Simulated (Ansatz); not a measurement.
**FH3S3Si: a ladder of functionals and wavefunction methods**

One table from this session's results is given with a row withheld; the runs are named, their logs left out.

Method: functionals in def2-TZVPP, the program's frozen cores in correlated methods; program: Ansatz 0.2.0, Gaussian basis.

Levels to be run: LDA (SPW92), PBE-D4, revPBE-D4, BLYP-D4, r2SCAN-D4, B97M-V, PBE0-D4, B3LYP-D4, r2SCANh-D4, r2SCAN0-D4, HSE06-D4, BHLYP-D4, CAM-B3LYP-D4, LC-ωPBE, ωB97X-V, ωB97M-V, B2PLYP, PBE-QIDH; CCSD(T)/def2-SVP; CCSD(T)/def2-TZVPP; MP2/def2-QZVPP; extrapolation to the limit; RPA on PBE.

## Structure used throughout

The geometry comes from an earlier relaxation with PBE0-D4 in a triple-zeta def2 set; it is a stationary point, not always the lowest conformer.

SMILES `F[Si](S)(S)S`, 8 atoms, charge 0, spin multiplicity 1.

Atoms are counted from 1 here; the program's logs count them from 0.

Bond lengths: F1–Si2 1.595 Å, Si2–S3 2.112 Å, Si2–S4 2.112 Å, Si2–S5 2.112 Å, S3–H6 1.346 Å, S4–H7 1.346 Å, S5–H8 1.346 Å. Angles: F1–Si2–S3 109.4°, F1–Si2–S4 109.5°, F1–Si2–S5 109.4°, S3–Si2–S4 109.5°, S3–Si2–S5 109.5°, S4–Si2–S5 109.5°, Si2–S3–H6 93.6°, Si2–S4–H7 93.6°, Si2–S5–H8 93.6°.

As a file:

| atom | x (Å) | y (Å) | z (Å) |
| --- | --- | --- | --- |
| F1 | -1.0107 | 0.5373 | 1.1480 |
| Si2 | -0.0141 | 0.0060 | 0.0219 |
| S3 | 1.9634 | 0.5599 | 0.5160 |
| S4 | -0.5397 | 0.8542 | -1.8396 |
| S5 | -0.1487 | -2.0985 | -0.0995 |
| H6 | 1.8803 | 0.0628 | 1.7642 |
| H7 | -0.5478 | 2.1118 | -1.3590 |
| H8 | -1.4905 | -2.0907 | -0.2077 |

Set-up of the first run:

Input file in.yaml:

```yaml
crystal:
  periodic: [false, false, false]
  atoms:
    - {symbol: F, position_ang: [-1.010693, 0.537273, 1.148004]}
    - {symbol: Si, position_ang: [-0.014095, 0.006004, 0.021897]}
    - {symbol: S, position_ang: [1.963443, 0.559943, 0.515952]}
    - {symbol: S, position_ang: [-0.539733, 0.854230, -1.839595]}
    - {symbol: S, position_ang: [-0.148661, -2.098503, -0.099466]}
    - {symbol: H, position_ang: [1.880256, 0.062762, 1.764177]}
    - {symbol: H, position_ang: [-0.547835, 2.111770, -1.358985]}
    - {symbol: H, position_ang: [-1.490483, -2.090679, -0.207685]}
basis:
  gaussian: {orbitals: def2-TZVPP}
hamiltonian: {xc: lda}
output: {orbitals: {seedname: orbitals}}
```

The run is started by

```
$ ansatz run in.yaml --threads 4 --pin off --events-out ev --progress --plain --max-ram 10444MiB
```

Among the steps run: LDA; PBE-D4 (GGA); revPBE-D4 (GGA); BLYP-D4 (GGA); r2SCAN-D4 (meta-GGA); B97M-V (meta-GGA); B3LYP-D4 (hybrid); r2SCANh-D4 (hybrid); r2SCAN0-D4 (hybrid); HSE06-D4 (hybrid); BHLYP-D4 (hybrid); CAM-B3LYP-D4 (range-separated); LC-ωPBE (range-separated); ωB97X-V (range-separated); ωB97M-V (range-separated); B2PLYP (double hybrid); PBE-QIDH (double hybrid).

One table of the session follows, with a row left open; its other results are not shown here.

It belongs to the step «Frontier levels by functional». 

```
  functional  HOMO (eV)  gap (eV)
 LDA (SPW92)      -6.90      5.70
      PBE-D4      -6.76      5.76
   revPBE-D4      -6.71      5.80
     BLYP-D4      -6.58      5.68
   r2SCAN-D4      -7.07      6.38
      B97M-V      -7.14      6.39
     PBE0-D4      -8.02      7.98
    B3LYP-D4      -7.75      7.45
  r2SCANh-D4          ?         ?
  r2SCAN0-D4      -8.22      8.37
    HSE06-D4      -7.62      7.19
    BHLYP-D4      -9.11     10.00
CAM-B3LYP-D4      -9.34     10.35
     LC-ωPBE     -10.77     13.03
     ωB97X-V     -10.40     12.49
     ωB97M-V     -10.20     12.04
```

Q: Estimate the row for r2SCANh-D4 from the others.

Worked estimate for «HOMO (eV)». Against the share of exact exchange, r2SCAN-D4 (0, -7.07), r2SCAN0-D4 (0.25, -8.22) give a slope of -4.60 per unit share; at 0.1 the line stands at -7.53.

The run gave: HOMO (eV): -7.53; gap (eV): 7.18. In «HOMO (eV)» the line misses by 0.00.
